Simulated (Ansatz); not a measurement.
# AlFH₃NSi: ionisation energy by level of theory

Aim: the vertical ionisation energy of AlFH₃NSi, as cation minus neutral at the neutral's geometry, on several levels, and how well −ε(HOMO) stands in for it.

Method: unrestricted cation, the program's frozen cores in correlated methods; program: Ansatz 0.2.0, Gaussian basis.

Levels to be run: UKS PBE-D4/def2-TZVPP; UKS r2SCAN-D4/def2-TZVPP; UKS PBE0-D4/def2-TZVPP; UKS B3LYP-D4/def2-TZVPP; UKS wB97X-V/def2-TZVPP; UKS wB97M-V/def2-TZVPP; UKS B2PLYP/def2-TZVPP; UHF-CCSD(T)/def2-TZVPP; UHF-MP2/def2-QZVPP; extrapolation to the limit; then −ε(HOMO) from the neutral's earlier runs with LDA (SPW92), PBE-D4, revPBE-D4, BLYP-D4, r2SCAN-D4, B97M-V, PBE0-D4, B3LYP-D4, r2SCANh-D4, r2SCAN0-D4, HSE06-D4, BHLYP-D4, CAM-B3LYP-D4, LC-ωPBE, ωB97X-V, ωB97M-V.

### 1 Structure used throughout

All runs share one geometry, relaxed beforehand with PBE0-D4 in a triple-zeta def2 set.

7 atoms, charge 0, spin multiplicity 1.

Atoms are counted from 1 here; the program's logs count them from 0.

Bond lengths: F1–Al2 1.642 Å, Al2–N3 1.763 Å, Al2–Si4 2.285 Å, N3–Si4 1.772 Å, N3–H5 1.009 Å, Si4–H6 1.492 Å, Si4–H7 1.492 Å. Angles: F1–Al2–N3 136.7°, F1–Al2–Si4 173.4°, N3–Al2–Si4 49.9°, Al2–N3–Si4 80.6°, Al2–N3–H5 150.7°, Si4–N3–H5 128.7°, Al2–Si4–N3 49.5°, Al2–Si4–H6 126.5°, Al2–Si4–H7 126.5°, N3–Si4–H6 116.6°, N3–Si4–H7 116.6°, H6–Si4–H7 106.2°.

Coordinates:

```mol
AlFH3NSi
  3D, bonds by distance, orders not assigned

  7  7  0  0  0  0  0  0  0  0999 V2000
   -0.2552   -2.7198    1.3759 F   0  0
   -0.2778   -1.2601    0.6236 Al  0  0
    0.9116   -0.0813    0.0727 N   0  0
   -0.5724    0.7492   -0.4244 Si  0  0
    1.8692    0.2183   -0.0365 H   0  0
   -0.8569    2.0585    0.2316 H   0  0
   -0.7574    0.9673   -1.8886 H   0  0
  1  2  8  0
  2  3  8  0
  3  4  8  0
  3  5  8  0
  4  6  8  0
  4  7  8  0
  2  4  8  0
M  END
```

### 2 Cation, UKS PBE-D4/def2-TZVPP

File in.yaml:

```yaml
crystal:
  periodic: [false, false, false]
  atoms:
    - {symbol: F, position_ang: [-0.255155, -2.719762, 1.375876]}
    - {symbol: Al, position_ang: [-0.277783, -1.260133, 0.623583]}
    - {symbol: N, position_ang: [0.911597, -0.081330, 0.072742]}
    - {symbol: Si, position_ang: [-0.572379, 0.749166, -0.424407]}
    - {symbol: H, position_ang: [1.869239, 0.218279, -0.036482]}
    - {symbol: H, position_ang: [-0.856947, 2.058494, 0.231581]}
    - {symbol: H, position_ang: [-0.757372, 0.967286, -1.888594]}
basis:
  gaussian: {orbitals: def2-TZVPP}
total_charge: 1
magnetization: {spin_polarized: true, initial_magnetization: 1}
hamiltonian: {xc: pbe, dispersion: d4}
```

Launch:

```bash
$ ansatz run in.yaml --threads 2 --pin off --events-out ev --progress --plain --max-ram 4352MiB
```

Log:

```text
Functional definition: PBE
  name "PBE"
  cite "Perdew, Burke & Ernzerhof, Phys. Rev. Lett. 77, 3865 (1996) doi:10.1103/PhysRevLett.77.3865"
  parent pbe
  parameter kappa = 0.804
  parameter beta = 0.06672455060314922
  exchange = pbe_x(kappa = kappa, mu = beta*pi^2/3)
  correlation = pbe_c(beta = beta)
1045 factors; their error is unknown
mean field evaluation 1: about -18685.6330 eV, gradient 9.0e1 eV
mean field evaluation 2: about -18467.9247 eV, gradient 2.1e2 eV
mean field evaluation 4: about -18706.4550 eV, gradient 4.4e1 eV
mean field evaluation 8: about -18713.6421 eV, gradient 1.3e0 eV
mean field evaluation 16: about -18713.6316 eV, gradient 9.3e-4 eV
mean field evaluation 32: about -18713.0604 eV, gradient 3.5e0 eV
mean field -18713.63159411 eV, -687.7132765286 hartree, gradient 3.5e-5 eV, S^2 0.752576; 3 other end points of the search recorded, 0 dependent functions left out
reference -18713.63164071 eV, -687.7132782409 hartree; 23, 22 occupied and 165, 166 virtual orbitals, 1045 factors
Total energy: -18713.74994612 eV, -687.7176258845 hartree
```

Run time: 5 s. Hardware: 2 threads of Arm Neoverse V2, shared host.

Less the neutral's -18722.7226 eV (earlier run), this gives 8.973 eV. ⟨S²⟩ = 0.753.

### 3 Cation, UKS r2SCAN-D4/def2-TZVPP

in.yaml, as its differences from that of step 2:

```diff
@@ -14,2 +14,2 @@
 magnetization: {spin_polarized: true, initial_magnetization: 1}
-hamiltonian: {xc: pbe, dispersion: d4}
+hamiltonian: {xc: r2scan, dispersion: d4}
```

Launched as before.

Log (excerpt; [...] marks lines left out):

```text
Functional definition: r2SCAN
  name "r2SCAN"
  cite "Furness, Kaplan, Ning, Perdew & Sun, J. Phys. Chem. Lett. 11, 8208 (2020) doi:10.1021/acs.jpclett.0c02405"
  cite "Furness, Kaplan, Ning, Perdew & Sun, J. Phys. Chem. Lett. 11, 9248 (2020) doi:10.1021/acs.jpclett.0c03077"
  parent r2scan
[...]
1045 factors; their error is unknown
[...]
mean field -18722.49344926 eV, -688.0389436986 hartree, gradient 5.7e-5 eV, S^2 0.754153; 3 other end points of the search recorded, 0 dependent functions left out
reference -18722.49346671 eV, -688.0389443399 hartree; 23, 22 occupied and 165, 166 virtual orbitals, 1045 factors
Total energy: -18722.51956803 eV, -688.0399035455 hartree
```

It took 12 s on 2 threads of Arm Neoverse V2, shared host; peak memory 0.42 GiB.

The neutral molecule at this level: -18731.4554 eV. Difference: 8.936 eV. ⟨S²⟩ = 0.754.

### 4 Cation, UKS PBE0-D4/def2-TZVPP

in.yaml, as its differences from that of step 3:

```diff
@@ -14,2 +14,2 @@
 magnetization: {spin_polarized: true, initial_magnetization: 1}
-hamiltonian: {xc: r2scan, dispersion: d4}
+hamiltonian: {xc: pbe0, dispersion: d4}
```

Same command.

Log:

```text
Functional definition: PBE0
  name "PBE0"
  cite "Adamo & Barone, J. Chem. Phys. 110, 6158 (1999) doi:10.1063/1.478522"
  cite "Perdew, Burke & Ernzerhof, Phys. Rev. Lett. 77, 3865 (1996) doi:10.1103/PhysRevLett.77.3865"
  parent pbe
  parameter a = 0.25
  parameter kappa = 0.804
  parameter beta = 0.06672455060314922
  exchange = (1 - a)*pbe_x(kappa = kappa, mu = beta*pi^2/3) + a*exact_x
  correlation = pbe_c(beta = beta)
1079 factors; their error is unknown
mean field evaluation 1: about -18694.3651 eV, gradient 7.7e1 eV
mean field evaluation 2: about -18609.1853 eV, gradient 1.5e2 eV
mean field evaluation 4: about -18714.5477 eV, gradient 9.8e0 eV
mean field evaluation 8: about -18714.9037 eV, gradient 1.8e-1 eV
mean field evaluation 16: about -18714.9432 eV, gradient 3.4e-4 eV
mean field -18714.94317802 eV, -687.7614763481 hartree, gradient 3.8e-5 eV, S^2 0.752873; 2 other end points of the search recorded, 0 dependent functions left out
reference -18714.94321293 eV, -687.7614776312 hartree; 23, 22 occupied and 165, 166 virtual orbitals, 1079 factors
Total energy: -18715.04282621 eV, -687.7651383515 hartree
```

Wall time 6.5 s (2 threads of Arm Neoverse V2, shared host); peak memory 0.5 GiB.

The neutral molecule at this level: -18724.0822 eV. Difference: 9.039 eV. ⟨S²⟩ = 0.753.

### 5 Cation, UKS B3LYP-D4/def2-TZVPP

in.yaml, as its differences from that of step 4:

```diff
@@ -14,2 +14,2 @@
 magnetization: {spin_polarized: true, initial_magnetization: 1}
-hamiltonian: {xc: pbe0, dispersion: d4}
+hamiltonian: {xc: {name: B3LYP}, dispersion: d4}
```

Launched as before.

Log (excerpt; [...] marks lines left out):

```text
Functional definition: B3LYP
  name "B3LYP"
  cite "Stephens, Devlin, Chabalowski & Frisch, J. Phys. Chem. 98, 11623 (1994) doi:10.1021/j100096a001"
  cite "Becke, Phys. Rev. A 38, 3098 (1988) doi:10.1103/PhysRevA.38.3098"
  cite "Lee, Yang & Parr, Phys. Rev. B 37, 785 (1988) doi:10.1103/PhysRevB.37.785"
  cite "Vosko, Wilk & Nusair, Can. J. Phys. 58, 1200 (1980) doi:10.1139/p80-159"
[...]
1072 factors; their error is unknown
[...]
mean field -18726.87361460 eV, -688.1999118056 hartree, gradient 1.2e-5 eV, S^2 0.752228; 2 other end points of the search recorded, 0 dependent functions left out
reference -18726.87387690 eV, -688.1999214449 hartree; 23, 22 occupied and 165, 166 virtual orbitals, 1072 factors
Total energy: -18727.06796367 eV, -688.2070540024 hartree
```

Wall time 7 s (2 threads of Arm Neoverse V2, shared host); peak memory 0.5 GiB.

The neutral molecule at this level: -18736.2010 eV. Difference: 9.133 eV. ⟨S²⟩ = 0.752.

### 6 Cation, UKS wB97X-V/def2-TZVPP

in.yaml, as its differences from that of step 5:

```diff
@@ -14,2 +14,2 @@
 magnetization: {spin_polarized: true, initial_magnetization: 1}
-hamiltonian: {xc: {name: B3LYP}, dispersion: d4}
+hamiltonian: {xc: {name: wB97X-V}}
```

Same command.

Log (excerpt; [...] marks lines left out):

```text
Functional definition: wB97X-V
  name "wB97X-V"
  cite "Mardirossian & Head-Gordon, Phys. Chem. Chem. Phys. 16, 9904 (2014) doi:10.1039/C3CP54374A"
  cite "Becke, J. Chem. Phys. 107, 8554 (1997) doi:10.1063/1.475007"
  cite "Vydrov & Van Voorhis, J. Chem. Phys. 133, 244103 (2010) doi:10.1063/1.3521275"
[...]
      + integral(e_c_pw_opposite_spin*poly(b97_u_opposite, cos0, cos1)) + vv10(b, c)
1067 factors; their error is unknown
235 factors; integrals over basis functions are off by at most 1.2e-5 eV
[...]
mean field -18721.82939488 eV, -688.0145401501 hartree, gradient 3.1e-5 eV, S^2 0.752140; 2 other end points of the search recorded, 0 dependent functions left out
reference -18721.82939307 eV, -688.0145400837 hartree; 23, 22 occupied and 165, 166 virtual orbitals, 1067 factors
Total energy: -18721.82939307 eV, -688.0145400837 hartree
```

It took 30 s on 2 threads of Arm Neoverse V2, shared host; peak memory 0.87 GiB.

The neutral molecule at this level: -18730.9390 eV. Difference: 9.110 eV. ⟨S²⟩ = 0.752.

### 7 Cation, UKS wB97M-V/def2-TZVPP

in.yaml, as its differences from that of step 6:

```diff
@@ -14,2 +14,2 @@
 magnetization: {spin_polarized: true, initial_magnetization: 1}
-hamiltonian: {xc: {name: wB97X-V}}
+hamiltonian: {xc: {name: wB97M-V}}
```

Launched as before.

Log (excerpt; [...] marks lines left out):

```text
Functional definition: wB97M-V
  name "wB97M-V"
  cite "Mardirossian & Head-Gordon, J. Chem. Phys. 144, 214110 (2016) doi:10.1063/1.4952647"
  cite "Becke, J. Chem. Phys. 107, 8554 (1997) doi:10.1063/1.475007"
  cite "Vydrov & Van Voorhis, J. Chem. Phys. 133, 244103 (2010) doi:10.1063/1.3521275"
  # Of w^i u^j: cxij and so on, Table III.
[...]
  gx(w, u) = 1 - cx + cx01*u + cx10*w
  gss(w, u) = css00 + css04*u^4 + css10*w + css20*w^2 + css43*w^4*u^3
  gos(w, u) = cos00 + cos10*w + (cos20 + cos21*u)*w^2 + (cos60 + cos61*u)*w^6
[...]
      + integral(e_c_pw_mod_opposite_spin*gos(b97_w_opposite, b97_u_opposite)) + vv10(b, c)
1051 factors; their error is unknown
235 factors; integrals over basis functions are off by at most 1.2e-5 eV
[...]
mean field -18723.37750422 eV, -688.0714321192 hartree, gradient 2.8e-5 eV, S^2 0.751436; 2 other end points of the search recorded, 0 dependent functions left out
reference -18723.37755674 eV, -688.0714340490 hartree; 23, 22 occupied and 165, 166 virtual orbitals, 1051 factors
Total energy: -18723.37755674 eV, -688.0714340490 hartree
```

Run time: 39 s. Hardware: 2 threads of Arm Neoverse V2, shared host; peak memory 0.91 GiB.

The neutral molecule at this level: -18732.5565 eV. Difference: 9.179 eV. ⟨S²⟩ = 0.751.

### 8 Cation, UKS B2PLYP (frozen core)/def2-TZVPP

in.yaml, as its differences from that of step 7:

```diff
@@ -14,2 +14,2 @@
 magnetization: {spin_polarized: true, initial_magnetization: 1}
-hamiltonian: {xc: {name: wB97M-V}}
+hamiltonian: {xc: {name: B2PLYP}}
```

Same command.

Log (excerpt; [...] marks lines left out):

```text
Functional definition: B2PLYP
  name "B2PLYP"
  cite "Grimme, J. Chem. Phys. 124, 034108 (2006) doi:10.1063/1.2148954"
  cite "Becke, Phys. Rev. A 38, 3098 (1988) doi:10.1103/PhysRevA.38.3098"
  cite "Lee, Yang & Parr, Phys. Rev. B 37, 785 (1988) doi:10.1103/PhysRevB.37.785"
[...]
1130 factors; integrals over basis functions are off by at most 9.7e-4 eV
[...]
mean field -18711.23286805 eV, -687.6251249717 hartree, gradient 8.4e-6 eV, S^2 0.753421; 3 other end points of the search recorded, 0 dependent functions left out
12 core orbitals not correlated: weight in the atoms' cores, before any rotation towards them, 1.000 or more for the frozen orbitals, at most 0.000 for the correlated occupied ones
reference -18711.23303244 eV, -687.6251310130 hartree; 11, 10 occupied and 165, 166 virtual orbitals, 1130 factors
second order -20.58376956 eV of doubles, -0.00000000 eV of singles
Total energy: -18716.79065022 eV, -687.8293696994 hartree
```

It took 13 s on 2 threads of Arm Neoverse V2, shared host; peak memory 0.62 GiB.

Less the neutral's -18725.8142 eV (earlier run), this gives 9.024 eV. ⟨S²⟩ = 0.753.

### 9 Cation, UHF-CCSD(T)/def2-TZVPP

in.yaml, as its differences from that of step 8:

```diff
@@ -14,2 +14,3 @@
 magnetization: {spin_polarized: true, initial_magnetization: 1}
-hamiltonian: {xc: {name: B2PLYP}}
+correlation: {method: ccsd_t}
+scf: {omitted_lower_state_checks: [cluster_reference]}
```

Same command.

Log (excerpt; [...] marks lines left out):

```text
Functional definition: HF
  name "HF"
  cite "Fock, Z. Phys. 61, 126 (1930) doi:10.1007/BF01340294"
  parent pbe
[...]
1130 factors; integrals over basis functions are off by at most 9.7e-4 eV
[...]
mean field -18676.63083959 eV, -686.3535238800 hartree, gradient 7.0e-6 eV, S^2 0.754892; 3 other end points of the search recorded, 0 dependent functions left out
12 core orbitals not correlated: weight in the atoms' cores, before any rotation towards them, 1.000 or more for the frozen orbitals, at most 0.000 for the correlated occupied ones
reference -18676.63083959 eV, -686.3535238800 hartree; 11, 10 occupied and 165, 166 virtual orbitals, 1130 factors
second order -16.88676646 eV of doubles, -0.00000000 eV of singles
cycle   1  -16.91495952 eV  change   -2.8e-2 eV  update   1.0e-1
[...]
cycle  13  -17.46732243 eV  change    1.7e-6 eV  update   1.3e-5
perturbative correction -0.65026799 eV, -0.0238969079 hartree
Total energy: -18694.74843001 eV, -687.0193330473 hartree
Checks for a lower state left out: cluster_reference
```

It took 9.1 min on 2 threads of Arm Neoverse V2, shared host; peak memory 2.1 GiB.

Less the neutral's -18703.8201 eV (earlier run), this gives 9.072 eV. ⟨S²⟩ = 0.755. T1 = 0.017 (report).

### 10 Cation, UHF-MP2/def2-QZVPP

in.yaml, as its differences from that of step 9:

```diff
@@ -11,6 +11,6 @@
 basis:
-  gaussian: {orbitals: def2-TZVPP}
+  gaussian: {orbitals: "def2-QZVPP.json"}
 total_charge: 1
 magnetization: {spin_polarized: true, initial_magnetization: 1}
-correlation: {method: ccsd_t}
+correlation: {method: mp2}
 scf: {omitted_lower_state_checks: [cluster_reference]}
```

The command is unchanged.

Log (excerpt; [...] marks lines left out):

```text
Functional definition: HF
  name "HF"
  cite "Fock, Z. Phys. 61, 126 (1930) doi:10.1007/BF01340294"
  parent pbe
[...]
2051 factors; integrals over basis functions are off by at most 9.3e-4 eV
[...]
mean field -18677.27975185 eV, -686.3773709656 hartree, gradient 4.1e-6 eV, S^2 0.754949; 3 other end points of the search recorded, 0 dependent functions left out
12 core orbitals not correlated: weight in the atoms' cores, before any rotation towards them, 1.000 or more for the frozen orbitals, at most 0.000 for the correlated occupied ones
reference -18677.27975185 eV, -686.3773709656 hartree; 11, 10 occupied and 321, 322 virtual orbitals, 2051 factors
second order -18.27363410 eV of doubles, -0.00000000 eV of singles
Total energy: -18695.55338595 eV, -687.0489146324 hartree
Checks for a lower state left out: cluster_reference
```

It took 34 s on 2 threads of Arm Neoverse V2, shared host; peak memory 1.4 GiB.

Less the neutral's -18704.6078 eV (earlier run), this gives 9.054 eV. ⟨S²⟩ = 0.755.

### 11 Extrapolating to the complete basis

This step is arithmetic on the last runs, with X = 3 and 4: exp(−7.88√X) for Hartree-Fock, X^−2.97 for correlation; only MP2 was run in the larger set, so CCSD(T) minus MP2 is added from the smaller one.

```tsv
level	energy at the limit (eV)
HF	-18677.3691
MP2	-18696.6701
CCSD	-18697.2506
CCSD(T)	-18697.9009
```

The neutral's limit, from its own earlier runs, is -18707.1162 eV in the additive form (MP2 limit plus CCSD(T) minus MP2 in triple zeta), in which the cation has -18697.9009 eV.

### 12 The ladder

Differences are taken before rounding.

```tsv
method	ionisation energy (eV)	from CCSD(T)/CBS (eV)	time
PBE-D4	8.97	-0.24	7 s
r2SCAN-D4	8.94	-0.28	16 s
PBE0-D4	9.04	-0.18	8.8 s
B3LYP-D4	9.13	-0.08	10 s
ωB97X-V	9.11	-0.11	37 s
ωB97M-V	9.18	-0.04	49 s
B2PLYP	9.02	-0.19	17 s
HF/def2-TZVPP	8.13	-1.08	
MP2/def2-TZVPP	8.97	-0.24	
CCSD/def2-TZVPP	9.03	-0.19	
CCSD(T)/def2-TZVPP	9.07	-0.14	9.6 min
CCSD(T)/CBS	9.22	0	10 min
```

Among the levels timed on like hardware and quicker than the yardstick, those that no quicker one beats, quickest first: PBE-D4 (7 s, -0.24 eV); PBE0-D4 (8.8 s, -0.18 eV); B3LYP-D4 (10 s, -0.08 eV); ωB97M-V (49 s, -0.04 eV).

Times add the cation's run and the neutral's; HF, MP2 and CCSD come out of the CCSD(T) runs.

For comparison, −ε(HOMO) of the neutral from earlier runs:

```tsv
functional	−ε(HOMO) (eV)	by energy difference (eV)
LDA (SPW92)	6.02	
PBE-D4	5.91	8.97
revPBE-D4	5.86	
BLYP-D4	5.78	
r2SCAN-D4	6.09	8.94
B97M-V	6.14	
PBE0-D4	6.92	9.04
B3LYP-D4	6.75	9.13
r2SCANh-D4	6.47	
r2SCAN0-D4	7.03	
HSE06-D4	6.53	
BHLYP-D4	7.83	
CAM-B3LYP-D4	8.16	
LC-ωPBE	9.39	
ωB97X-V	9.11	9.11
ωB97M-V	8.90	9.18
```

### 13 Summary of results

| quantity | value |
| --- | --- |
| ionisation energy, CCSD(T)/CBS | 9.22 eV |
| nearest functional by difference | ωB97M-V (-0.04 eV) |
| nearest −ε(HOMO) | ωB97X-V (-0.11 eV) |
| −ε(HOMO) of PBE | 5.91 eV |
| T1 of the cation | 0.017 |

In words: By cation minus neutral, the functionals miss by 0.28 eV at most. −ε(HOMO) of PBE misses by 3.3 eV, since self-interaction lifts the level. Among orbital estimates ωB97X-V comes nearest. Hartree-Fock falls 1.08 eV short, as the neutral has more correlation energy than the cation. The cation may have settled in a state other than its lowest; no search over hole states beyond the program's own was made.

For cost: ωB97M-V gets within 0.04 eV in 49 s, where CCSD(T)/CBS took 10 min; the quickest level in the cost chart, PBE-D4, takes 7 s and misses by 0.24 eV.
